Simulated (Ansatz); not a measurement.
Working through an equation of state with a fit of MoS2, space group R-3m

Program: the Python package of Ansatz (0.2.0).

Run as a notebook:

In [1]:
```python
from dataclasses import dataclass
import warnings

import ansatz as az
import numpy as np
from scipy.optimize import curve_fit
```

In [2]:
```python
@dataclass(frozen=True)
class Options:
    smearing: str = "Fermi-Dirac"
    smearing_width: float = 0.15
    cutoff_ev: int = 420
    xc: str = "pbesol"
    kmesh: tuple[int, ...] = (11, 11, 11)
```

In [3]:
```python
cfg = Options()
```

In [4]:
```python
vectors0 = np.array([
    [1.5855, 0.915389, 6.114997],
    [-1.5855, 0.915389, 6.114997],
    [0.0, -1.830778, 6.114997],
])
sites = [
    ("Mo", [0.0, 0.0, 0.0]),
    ("S", [0.75, 0.75, 0.75]),
    ("S", [0.25, 0.25, 0.25]),
]
```

In [5]:
```python
def make_crystal(cell):
    crystal = az.Crystal(lattice=az.Lattice.of(cell))
    for symbol, position in sites:
        crystal = crystal.atom(symbol, position)
    return crystal
```

In [6]:
```python
def vinet(v, e0, v0, b0, b1):
    eta = (v / v0) ** (1 / 3)
    return e0 + 2 * b0 * v0 / (b1 - 1) ** 2 * (2 - (5 + 3 * b1 * (eta - 1) - 3 * eta) * np.exp(-1.5 * (b1 - 1) * (eta - 1)))
```

In [7]:
```python
warnings.simplefilter("ignore", az.DeckWarning)
```

In [8]:
```python
# scale the volume, keep shape and fractions
volumes, energies, pressures = [], [], []
for scale in np.linspace(0.92, 1.08, 7):
    cell = vectors0 * scale ** (1 / 3)
    job = (
        make_crystal(cell).calculation()
        .occupations(cfg.smearing, width=cfg.smearing_width)
        .basis(cfg.cutoff_ev)
        .functional(cfg.xc)
        .kpoints(*cfg.kmesh)
        .stress()
    )
    data = job.run().report
    volumes.append(abs(np.linalg.det(cell)) / len(sites))
    energies.append(data["free_energy_ev"] / len(sites))
    pressures.append(np.trace(data["stress_gpa"]) / 3)
    print(f"V = {volumes[-1]:8.4f} A^3/atom  F = {energies[-1]:.5f} eV/atom  P = {pressures[-1]:8.3f} GPa")
```
```text
V =  16.3300 A^3/atom  F = -2223.02775 eV/atom  P =   18.714 GPa
V =  16.8033 A^3/atom  F = -2223.07403 eV/atom  P =   12.756 GPa
V =  17.2767 A^3/atom  F = -2223.10390 eV/atom  P =    7.583 GPa
V =  17.7500 A^3/atom  F = -2223.11951 eV/atom  P =    3.090 GPa
V =  18.2233 A^3/atom  F = -2223.12273 eV/atom  P =   -0.814 GPa
V =  18.6967 A^3/atom  F = -2223.11520 eV/atom  P =   -4.203 GPa
V =  19.1700 A^3/atom  F = -2223.09834 eV/atom  P =   -7.145 GPa
```

In [9]:
```python
guess = (min(energies), volumes[int(np.argmin(energies))], 0.5, 4.5)
(e0, v0, b0, b1), _ = curve_fit(vinet, np.array(volumes), np.array(energies), p0=guess, maxfev=20000)
print(f"Vinet fit: V0 = {v0:.4f} A^3/atom, B0 = {160.21766 * b0:.1f} GPa, B1 = {b1:.2f}")
print("largest residual", round(1000 * float(np.abs(vinet(np.array(volumes), e0, v0, b0, b1) - energies).max()), 3), "meV/atom")
```
```text
Vinet fit: V0 = 18.1189 A^3/atom, B0 = 143.5 GPa, B1 = 4.41
largest residual 0.002 meV/atom
```

A third-order Birch-Murnaghan fit through the 7 points (the script's own form differs a little) has its minimum at 18.12 Å³ an atom, 2.1 % above the typed cell, with a bulk modulus of 143 GPa and dB/dP = 4.4. From that minimum the energy rises by 95.2 meV an atom on the compressed side and 24.7 meV on the expanded side.

Caveats:
- Total energies depend on the potentials; only differences at equal settings carry meaning.
- No spin polarisation was allowed.
- Shape and fractional positions are held along the curve, so the bulk modulus is an upper value where they are free to relax.
- The mesh is modest for a metal, so energies can be off by several to tens of meV an atom and pressures by half a GPa or more; differences at equal mesh fare better.
- A Fermi-Dirac width this large means warm electrons, whose thermal share enters the free energy.
- Of the deposited cell: the entry's cell lengths or inner coordinates differ somewhat from later room-temperature determinations.
- Pressure is positive in compression.
- The starting cell is as deposited in a crystallographic database; the results hold for this polymorph, which needn't be the stable one.
- Finished in 47 s on 1 thread of Arm Neoverse V1, with other jobs on the host, peak memory 0.54 GiB.
